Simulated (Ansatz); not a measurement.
# Ti7C8N7: melt and quench

The task, for Ti7C8N7: make an amorphous cell by melting and quenching in short dynamics.

All numbers below are computed with Ansatz 0.2.0 (DFT PBE, scalar-relativistic, plane waves, PAW).

## 1. The starting structure

The cell holds 22 atoms (C8N7Ti7): a = 6.077 Å, b = 5.784 Å, c = 6.006 Å, α = 91.08°, β = 90.95°, γ = 89.51°.

It is the last frame of an earlier stage of the same melt, run at 1600 K.

The coordinates stand in the first input below.

## 2. Stage at 300 K

One k point, a Fermi-Dirac width of 0.050 eV and a fixed cell.

The input, input.yaml:

```yaml
crystal:
  lattice:
    - [6.076351, 0.025247, -0.049807]
    - [0.025247, 5.783208, -0.055363]
    - [-0.049807, -0.055363, 6.005517]
  atoms:
    - { symbol: C, position: [0.7543325298, 0.5296535967, 0.6812716081] }
    - { symbol: C, position: [0.0089008258, 0.3627161895, 0.4986358541] }
    - { symbol: C, position: [0.7217243607, 0.7312901511, 0.1993453216] }
    - { symbol: C, position: [0.9759326502, 0.16518616, 0.9222390563] }
    - { symbol: C, position: [0.3464328668, 0.2773639629, 0.3398808191] }
    - { symbol: C, position: [0.1529494771, 0.5782170825, 0.482792135] }
    - { symbol: C, position: [0.3275021576, 0.5133572322, 0.3659909599] }
    - { symbol: C, position: [0.1248950792, 0.1755262544, 0.3965316133] }
    - { symbol: Ti, position: [0.0011620618, 0.4932476311, 0.1710839529] }
    - { symbol: Ti, position: [0.1543447851, 0.810937116, 0.7715193887] }
    - { symbol: Ti, position: [0.6563200212, 0.923760046, 0.9179814738] }
    - { symbol: Ti, position: [0.7466747508, 0.9896038236, 0.4240166809] }
    - { symbol: Ti, position: [0.2707274588, 0.2541731406, 0.7174924664] }
    - { symbol: Ti, position: [0.5501516134, 0.4590708857, 0.1222188864] }
    - { symbol: Ti, position: [0.3455963135, 0.8641243148, 0.2634671161] }
    - { symbol: "N", position: [0.8063207305, 0.3580253239, 0.5463822815] }
    - { symbol: "N", position: [0.4526002617, 0.9445152468, 0.5848536256] }
    - { symbol: "N", position: [0.2222601155, 0.5540653985, 0.9499622752] }
    - { symbol: "N", position: [0.7828860679, 0.2269494745, 0.0376133651] }
    - { symbol: "N", position: [0.5978545092, 0.5124410779, 0.8226870218] }
    - { symbol: "N", position: [0.8255432736, 0.7514713179, 0.662962467] }
    - { symbol: "N", position: [0.3661941637, 0.0587942606, 0.997071183] }
  symmetry: { detect: false }
basis:
  ecutwfc: 420
  xc_grid: 1
kpoints:
  mp_grid: { grid: [1, 1, 1], shift: [0.25, 0.25, 0.25] }
hamiltonian:
  xc: pbe
scf:
  occupations: { method: fermi_dirac, width: 0.05 }
  lower_state_search: "off"
  convergence: { dr2_threshold: 1.0e-05 }
output:
  forces: true
  stress: true
md:
  timestep: 2.0
  n_steps: 250
  ensemble: nvt_langevin
  friction: 0.03
  temperature: 300.0
  initial_velocities: maxwell_boltzmann
  seed: 21785
```

Started as:

```bash
ansatz run input.yaml --threads 2 --pin off --max-ram 5120MiB --backend cpu --events-out ev --progress --plain --runs-dir out
```

The log of the run, cut to the lines that bear on the results:

```text
Warning: scf.convergence.dr2_threshold = 1e-5 eV is looser than this run's default, which is 1e-7 eV or tighter. The error in the forces grows as the threshold's square root, so leave the key out unless less accurate forces are enough
Warning: output.stress: scf.convergence.dr2_threshold = 1e-5 eV is looser than the 2.2e-9 eV advised for a printed stress (1e-10 eV for each atom of the cell: 22). What an SCF threshold leaves in a stress goes as its square root, and in the free energy as the threshold itself, and one [...]
Warning: RAYON_NUM_THREADS=2 ignored (pool sized by the plan → 2); use --threads N
[...]
Pseudopotentials: kind: paw
Pseudopotential: C, paw, valence charge 4, recommended cutoff 420 eV (normal), C.paw.azcp
Pseudopotential: Ti, paw, valence charge 12, recommended cutoff 420 eV (normal), Ti.paw.azcp
Pseudopotential: N, paw, valence charge 5, recommended cutoff 420 eV (normal), N.paw.azcp
Functional definition: PBE
[...]
Crystal: 22 atoms, lattice volume = 211.002 Å³
Basis set: ecut = 420 eV, 4117 PW (Γ)
Bands: 98, of which v1, the nominal top of the filled ones, is band 76 counted from 1 (75 counted from 0)
Symmetry: 1 space group operations
k-points: 1
[...]
SCF iter   1: F=—  HF=-22195.203834 eV  |F-HF|=—  |Δ(HF+E_count)|=         —  Δρ=1.39e-2  dr2=6.36e-1  ethr=1.77e-3  ⟨swp⟩=5.0  Hψ=368  notcnv=0  defer=3
[...]
md step     0: t =     0.00 fs  T =   286.4 K  F+E_penalty+E_count = -22195.10705084 eV  E_kin = 0.814338 eV  P_inst = 10.8113 GPa  (6 SCF iters)
[...]
md step    11: t =    22.00 fs  T =   550.9 K  F+E_penalty+E_count = -22197.08409317 eV  E_kin = 1.566542 eV  P_inst = 7.2125 GPa  (4 SCF iters)
[...]
md step    22: t =    44.00 fs  T =   403.0 K  F+E_penalty+E_count = -22197.49584483 eV  E_kin = 1.145907 eV  P_inst = 7.9755 GPa  (4 SCF iters)
[...]
md step    33: t =    66.00 fs  T =   424.4 K  F+E_penalty+E_count = -22197.42435777 eV  E_kin = 1.206739 eV  P_inst = 7.9841 GPa  (4 SCF iters)
[...]
md step    44: t =    88.00 fs  T =   335.6 K  F+E_penalty+E_count = -22197.73246888 eV  E_kin = 0.954448 eV  P_inst = 4.1563 GPa  (4 SCF iters)
md step    45: t =    90.00 fs  T =   332.6 K  F+E_penalty+E_count = -22197.72333868 eV  E_kin = 0.945714 eV  P_inst = 4.5581 GPa  (4 SCF iters)
```

## 3. More of the same log: Langevin dynamics at 300 K from the last frame before

The log, continued, cut to the lines that bear on the results:

```text
md step    46: t =    92.00 fs  T =   308.8 K  F+E_penalty+E_count = -22197.70941800 eV  E_kin = 0.878203 eV  P_inst = 4.7799 GPa  (4 SCF iters)
[...]
md step    77: t =   154.00 fs  T =   261.7 K  F+E_penalty+E_count = -22197.89457278 eV  E_kin = 0.744315 eV  P_inst = 5.3908 GPa  (4 SCF iters)
[...]
md step   108: t =   216.00 fs  T =   355.7 K  F+E_penalty+E_count = -22197.79180238 eV  E_kin = 1.011588 eV  P_inst = 4.0456 GPa  (3 SCF iters)
[...]
md step   139: t =   278.00 fs  T =   392.8 K  F+E_penalty+E_count = -22198.21768766 eV  E_kin = 1.116970 eV  P_inst = 4.8405 GPa  (4 SCF iters)
[...]
md step   168: t =   336.00 fs  T =   308.7 K  F+E_penalty+E_count = -22198.27775258 eV  E_kin = 0.877826 eV  P_inst = 3.8690 GPa  (3 SCF iters)
md step   169: t =   338.00 fs  T =   362.0 K  F+E_penalty+E_count = -22198.28867696 eV  E_kin = 1.029381 eV  P_inst = 4.0598 GPa  (4 SCF iters)
```

## 4. The log goes on: Langevin dynamics at 300 K from the last frame before

The log, continued, cut to the lines that bear on the results:

```text
md step   170: t =   340.00 fs  T =   313.1 K  F+E_penalty+E_count = -22198.26174633 eV  E_kin = 0.890433 eV  P_inst = 4.1575 GPa  (6 SCF iters)
[...]
md step   190: t =   380.00 fs  T =   339.6 K  F+E_penalty+E_count = -22198.41322201 eV  E_kin = 0.965730 eV  P_inst = 5.9153 GPa  (6 SCF iters)
[...]
md step   210: t =   420.00 fs  T =   201.1 K  F+E_penalty+E_count = -22198.39726811 eV  E_kin = 0.571791 eV  P_inst = 2.2403 GPa  (6 SCF iters)
[...]
md step   230: t =   460.00 fs  T =   324.4 K  F+E_penalty+E_count = -22198.59291424 eV  E_kin = 0.922643 eV  P_inst = 5.7828 GPa  (6 SCF iters)
[...]
md step   249: t =   498.00 fs  T =   232.7 K  F+E_penalty+E_count = -22198.44810191 eV  E_kin = 0.661624 eV  P_inst = 5.1544 GPa  (3 SCF iters)
[...]
md step   250: t =   500.00 fs  T =   281.3 K  F+E_penalty+E_count = -22198.45857275 eV  E_kin = 0.799934 eV  P_inst = 5.1688 GPa  (6 SCF iters)
[...]
Free energy (F): -22198.458573 eV
[...]
E sigma→0 (E₀):  -22198.423206 eV
Entropy (-TS):   -0.070734 eV (-3.215 meV/atom)
Fermi energy:    12.657260 eV
[...]
--- Forces (eV/Å), atoms counted from 1 ---
  atom   1  C     -1.15011292    -1.07538445    -0.07384840
  atom   2  C     -1.74064827    -1.42802937     0.22817072
  atom   3  C     -0.11304933    -0.03590196     0.36157300
  atom   4  C     -0.68468127     0.55167489     0.56542487
  atom   5  C     -0.37040253     0.04395832    -0.17260492
  atom   6  C      0.94711138    -0.98934516     0.24080453
  atom   7  C     -0.53744794    -0.23121702     0.45946034
  atom   8  C      0.61499819     2.27724214    -0.59543112
[...]
--- Stress (GPa, compression-positive) ---
       13.222937      -4.868457      -4.665361
       -4.868454      -4.797960      -1.385967
       -4.665359      -1.385965       5.866563
  P = ⅓ Tr σ = 4.7638 GPa (47.638 kbar)
--- Band table (eV) ---
[...]
--- MD trajectory: 250 steps, t = 0.0 → 500.0 fs ---
  final state: T = 281.3 K   F+E_penalty+E_count = -22198.45857275 eV   E_kin = 0.799934 eV
```

Run time: 5.3 min. Hardware: 2 threads of Arm Neoverse V1, shared host; peak memory 0.41 GiB.

## 5. What the atoms did

One step in 10; energies are changes from step 0; msd is the mean square displacement from the start, the centre of mass held:

```csv
time (fs),T (K),potential energy change (meV/atom),pressure (GPa),msd Ti (Å²),msd N (Å²),msd C (Å²)
0.0,286,0.0,10.8,0.000,0.000,0.000
20.0,613,-86.0,7.3,0.006,0.027,0.030
40.0,461,-109.5,8.7,0.027,0.066,0.040
60.0,433,-108.4,7.4,0.042,0.043,0.049
80.0,261,-107.4,4.6,0.050,0.051,0.043
100.0,268,-117.5,4.2,0.054,0.053,0.027
120.0,265,-113.5,4.0,0.059,0.049,0.028
140.0,294,-124.1,5.4,0.062,0.040,0.028
160.0,268,-124.6,4.6,0.067,0.034,0.039
180.0,259,-123.2,6.4,0.067,0.039,0.052
200.0,407,-122.6,4.5,0.079,0.062,0.056
220.0,392,-127.6,4.4,0.100,0.075,0.070
240.0,330,-125.6,4.2,0.108,0.080,0.081
260.0,416,-133.8,3.8,0.105,0.077,0.097
280.0,386,-139.5,4.5,0.113,0.098,0.106
300.0,288,-134.6,5.3,0.124,0.134,0.075
320.0,247,-129.2,4.4,0.118,0.151,0.075
340.0,313,-143.4,4.2,0.114,0.132,0.091
360.0,384,-151.9,5.0,0.133,0.107,0.103
380.0,340,-150.3,5.9,0.160,0.125,0.105
400.0,253,-149.1,3.5,0.184,0.133,0.087
420.0,201,-149.6,2.2,0.184,0.154,0.119
440.0,276,-152.4,4.5,0.174,0.179,0.113
460.0,324,-158.4,5.8,0.190,0.163,0.122
480.0,206,-155.3,4.1,0.219,0.170,0.112
500.0,281,-152.3,5.2,0.234,0.127,0.118
```

time (fs), T (K) and a bar:
```
      0.0        286 ######
     22.0        551 ##############################
     44.0        403 #################
     66.0        424 ###################
     86.0        329 ##########
    108.0        277 #####
    130.0        243 ##
    152.0        250 ###
    174.0        343 ###########
    196.0        324 #########
    218.0        337 ###########
    240.0        330 ##########
    260.0        416 ##################
    282.0        430 ###################
    304.0        294 #######
    326.0        332 ##########
    348.0        312 ########
    370.0        321 #########
    392.0        264 ####
    414.0        242 ##
    434.0        294 #######
    456.0        255 ###
    478.0        220 
    500.0        281 ######
```

Pair distribution over the second half of the run:

```csv
r (Å),g C–C,g C–Ti,g C–N
0.68,0.00,0.00,0.00
0.84,0.00,0.00,0.00
1.00,0.00,0.00,0.00
1.16,0.00,0.00,0.18
1.32,1.81,0.00,4.04
1.48,6.92,0.00,0.95
1.64,0.17,0.00,0.00
1.80,0.00,0.00,0.00
1.96,0.00,1.04,0.00
2.12,0.38,2.09,0.00
2.28,2.39,3.37,0.14
2.44,1.23,1.77,0.91
2.60,0.21,0.59,1.43
2.76,0.60,0.66,1.66
```

First peaks of g(r) (not always the tallest), and, where a minimum follows, the mean number of second-named atoms round a first-named one up to the next minimum:

```
pair  peak (Å)  height  minimum (Å)  neighbours
 C–C      1.48     6.9         1.72         1.2
C–Ti      2.28     3.4         2.60         3.0
 C–N      1.32     4.0         1.64         0.6
```

## 6. Frames from the trajectory

Positions (Å) and forces (eV/Å):

```xyz
22
Lattice="6.076 0.025 -0.050 0.025 5.783 -0.055 -0.050 -0.055 6.006" Properties=species:S:1:pos:R:3:forces:R:3 pbc="T T T" time_fs=100.0 T=268 dE=-2.5842
C     4.454    2.984    3.913   -0.301    2.754    0.765
C     0.065    2.136    2.890    0.535    0.107   -0.674
C     4.424    4.138    1.113   -0.269    0.767   -0.488
C     5.831    0.819    5.353   -0.713   -0.096    0.351
C     2.010    1.400    1.971    0.271   -1.388   -0.420
C     0.928    3.347    2.638    0.340    0.562    1.190
C     2.170    2.769    2.194   -0.962    0.597    0.263
C     0.694    0.937    2.387    0.521   -0.498    0.047
Ti    0.014    2.646    0.788    0.078    0.849    0.023
Ti    1.095    4.847    4.519   -0.401   -1.191    0.641
Ti    4.008    5.228    5.401   -0.517   -1.159   -0.702
Ti    4.724    5.605    2.580   -0.537   -0.499    0.087
Ti    1.689    1.725    4.317    0.473    0.047    0.196
Ti    3.284    2.453    0.534   -0.520   -0.239   -0.107
Ti    2.130    4.961    1.650    0.072    0.599   -0.298
N     4.819    2.011    3.142    0.751   -1.710   -0.519
N     2.968    5.623    3.541   -0.196   -0.405   -0.472
N     1.275    3.216    5.700    0.495    1.075   -0.836
N     4.857    1.178    0.168    0.627    0.323   -0.368
N     3.384    3.037    4.659   -0.570   -0.848    0.442
N     5.130    4.184    3.964    0.154    0.650   -0.144
N     2.039    0.278    5.725    0.668   -0.296    1.024
22
Lattice="6.076 0.025 -0.050 0.025 5.783 -0.055 -0.050 -0.055 6.006" Properties=species:S:1:pos:R:3:forces:R:3 pbc="T T T" time_fs=200.0 T=407 dE=-2.6978
C     4.535    3.063    3.901   -0.103    0.938    0.003
C     0.152    2.101    2.841    0.297   -1.095   -0.140
C     4.403    4.313    1.126   -0.268   -0.922   -0.167
C     5.747    0.795    5.370    1.952   -0.416   -0.690
C     2.192    1.353    2.060   -0.537    0.091    0.876
C     1.009    3.294    2.774    0.752    1.194   -0.247
C     2.297    2.765    2.283   -1.542   -0.509   -0.301
C     0.887    0.863    2.556    0.043    0.163   -0.494
Ti   -0.023    2.959    0.861   -0.220    0.687   -0.220
Ti    1.060    4.922    4.480    0.410    1.557   -0.496
Ti    3.982    5.140    5.418    0.141    0.059   -1.066
Ti    4.534    5.653    2.615    0.171    0.736    1.010
Ti    1.773    1.959    4.386   -0.222   -1.412   -0.221
Ti    3.310    2.397    0.605   -0.085    0.161   -0.877
Ti    2.105    5.032    1.475   -0.177    0.148    0.389
N     4.921    1.990    3.201    0.525    0.148    0.006
N     2.847    5.685    3.547    0.741   -1.284   -0.156
N     1.339    3.489    5.750    0.174   -0.611    0.675
N     4.952    1.303    0.158   -1.009    1.195    1.376
N     3.393    3.133    4.563    0.450   -0.487    1.373
N     5.204    4.282    3.960   -0.288   -0.624   -0.523
N     2.283    0.384    5.827   -1.206    0.282   -0.110
22
Lattice="6.076 0.025 -0.050 0.025 5.783 -0.055 -0.050 -0.055 6.006" Properties=species:S:1:pos:R:3:forces:R:3 pbc="T T T" time_fs=300.0 T=288 dE=-2.9615
C     4.578    3.071    3.986    1.095   -0.292    0.003
C     0.185    2.121    2.704   -0.302   -0.892    0.600
C     4.235    4.361    1.015   -0.013    0.305    0.798
C     5.856    0.925    5.362   -0.011    0.117    0.087
C     2.230    1.326    2.040   -0.208   -1.264    0.549
C     1.036    3.271    2.701    0.593    1.565   -0.409
C     2.294    2.697    2.226   -0.413    1.146    0.602
C     0.969    0.901    2.569   -0.545   -1.823    0.151
Ti   -0.214    3.281    0.703    1.246    0.331   -0.546
Ti    1.132    4.876    4.439    0.527    1.654    0.895
Ti    4.086    5.464    5.377    0.397    0.063   -0.441
Ti    4.602    5.781    2.649   -0.547   -0.486    0.243
Ti    1.843    1.899    4.338   -0.911   -0.727    0.220
Ti    3.268    2.357    0.556    0.860    0.140   -0.835
Ti    2.259    4.767    1.565   -0.697    1.707    0.174
N     5.010    2.019    3.207   -0.076    0.911   -0.108
N     2.975    5.300    3.577    0.868    0.102   -1.153
N     1.559    3.577    5.894   -0.815   -0.566   -0.131
N     5.114    1.456    0.273   -0.309   -0.101   -0.292
N     3.432    2.914    4.577    0.298   -0.155    0.418
N     5.347    4.212    4.328   -1.220   -1.532   -0.809
N     2.271    0.550    5.744    0.183   -0.200   -0.015
22
Lattice="6.076 0.025 -0.050 0.025 5.783 -0.055 -0.050 -0.055 6.006" Properties=species:S:1:pos:R:3:forces:R:3 pbc="T T T" time_fs=400.0 T=253 dE=-3.2805
C     4.570    2.878    3.966   -0.051    0.053   -0.825
C     0.184    2.067    2.727   -0.135   -1.129   -0.771
C     4.318    4.392    1.064   -0.445   -0.220    0.346
C     6.006    0.883    5.384   -0.882   -0.143    0.763
C     2.275    1.299    2.180   -0.725    0.829    0.414
C     1.019    3.261    2.612   -2.027    1.086    0.623
C     2.245    2.748    2.275    2.337   -2.139   -1.157
C     0.990    0.831    2.678   -0.120   -0.096   -0.078
Ti   -0.086    3.281    0.695   -0.945   -0.788    0.286
Ti    1.195    5.060    4.542    0.649    0.410    0.537
Ti    4.023    5.403    5.414    1.755   -0.365   -0.623
Ti    4.815    5.471    2.738   -0.993    0.082   -0.099
Ti    1.673    2.097    4.423    0.840   -0.257    0.132
Ti    3.411    2.287    0.590   -0.364    0.183    1.324
Ti    2.198    4.875    1.693    1.093    0.516    0.035
N     4.941    1.906    3.027    0.068    1.511    1.943
N     3.025    5.128    3.561    0.179    0.440   -0.462
N     1.511    3.510    5.886    0.212    1.038   -0.615
N     5.193    1.356    0.266    0.452    0.436   -0.886
N     3.492    2.684    4.689    0.640   -0.236   -0.782
N     5.247    4.106    4.150    0.132   -1.043    0.412
N     2.416    0.569    5.805   -1.668   -0.171   -0.517
22
Lattice="6.076 0.025 -0.050 0.025 5.783 -0.055 -0.050 -0.055 6.006" Properties=species:S:1:pos:R:3:forces:R:3 pbc="T T T" time_fs=500.0 T=281 dE=-3.3515
C     4.498    2.964    3.981   -1.150   -1.075   -0.074
C     0.075    2.144    2.731   -1.741   -1.428    0.228
C     4.181    4.383    1.105   -0.113   -0.036    0.362
C     5.843    0.722    5.422   -0.685    0.552    0.565
C     2.062    1.281    2.229   -0.370    0.044   -0.173
C     0.866    3.351    2.555    0.947   -0.989    0.241
C     2.149    2.685    2.220   -0.537   -0.231    0.459
C     0.774    0.789    2.779    0.615    2.277   -0.595
Ti   -0.220    3.371    0.620   -0.685   -0.935    0.203
Ti    1.072    5.099    4.564    0.634    0.494    0.216
Ti    3.982    5.316    5.370    0.282    0.002   -0.488
Ti    4.816    5.450    2.728   -0.527    0.495   -0.070
Ti    1.707    2.113    4.498   -0.705   -0.060   -1.283
Ti    3.316    2.172    0.660    0.177    0.856    0.707
Ti    2.224    4.904    1.720   -0.177    0.265    0.377
N     4.782    2.059    3.048    1.386   -1.001   -0.166
N     3.023    5.282    3.484    0.375   -0.690   -0.330
N     1.412    3.603    5.881    0.168   -0.091   -0.898
N     5.062    1.411    0.188    1.065   -0.374   -0.186
N     3.436    2.917    4.766   -0.364   -0.352   -0.187
N     5.209    4.063    4.188    1.894    2.313    0.909
N     2.320    0.620    5.653   -0.489   -0.036    0.182
```

## 7. Summary of the stages

Means over the second half of each stage, earlier sessions' stages included (the first, hottest stages at a lower cutoff are left out); the pressure holds its kinetic part:

```csv
thermostat (K),duration (fs),mean T (K),mean P (GPa),mean potential energy over the last stage (meV/atom),largest msd at the end (Å²),wall time
4000,494,3957,26.3,544,5.36,6.9 min
2880,386,3017,19.1,331,0.73,5.2 min
1600,416,1451,11.8,155,0.19,5.2 min
300,500,302,4.4,0,0.24,5.3 min
```

## 8. What came out

| quantity | value |
| --- | --- |
| 300 K: length | 250 steps of 2 fs |
| 300 K: temperature, first and last step | 286 and 281 K |
| 300 K: temperature, second half | mean 302 K, from 182 to 430 K |

What this shows: Against a set 300 K the second half averages 302 K with a spread of 54 K (in equilibrium 22 atoms would scatter by about 52 K, over a far longer run). The thermostat is lowered by 3700 K within 1302 fs (some 3×10^15 K/s), far faster than any real quench. 500 fs on 22 atoms is far too short and small for converged averages.
